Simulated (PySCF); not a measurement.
# B3FH5N3: the cost of one run

Programs: PySCF 2.14.0, with density-fitted response routines of our own. Each step states its level of theory. These are calculated values for one molecule in the gas phase, unless marked as measured. Atoms are numbered from 0 throughout.

### 1 Starting geometry

12 atoms, charge 0, multiplicity 1; geometry from: GFN2-xTB. The atoms were then displaced at random by about 0.01 Å, so the start is not that level's minimum.

Bonds of the start (Å): F0–B1 1.32, B1–N2 1.41, N2–B3 1.47, B3–N4 1.39, N4–B5 1.43, B5–N6 1.41, N6–B1 1.42, N2–H7 0.98, B3–H8 1.16, N4–H9 1.00, B5–H10 1.16, N6–H11 1.01.

### 2 Geometry optimisation at PBE0-D3(BJ)/def2-SVP

The job: settings as JSON, then the geometry in Å.

```
{"job": {"xc": "PBE0", "basis": "def2-SVP", "d3": "d3bj", "grid": 1, "shake": 0.01, "kind": "geom"}, "charge": 0, "multiplicity": 1}
F     -2.552790     0.533840     0.768250
B     -1.315480     0.280300     0.386770
N     -0.853520    -1.047870     0.399250
B      0.525570    -1.362800     0.014040
N      1.311220    -0.292420    -0.404640
B      0.882660     1.070150    -0.434800
N     -0.439060     1.322160    -0.029740
H     -1.444900    -1.769980     0.703010
H      0.879780    -2.464690     0.056340
H      2.257480    -0.494030    -0.666210
H      1.586980     1.928840    -0.768680
H     -0.798270     2.268230    -0.032630
```

Run with:

```bash
$ OMP_NUM_THREADS=1 python probes_run.py task.json out
```

The driver reads the jobs from task.json and runs them one after another.

**Question.** How long does this first job take on 1 thread of Arm Neoverse V1, shared host, and how much memory does it need?

About 36 s, with a peak of 0.47 GiB.
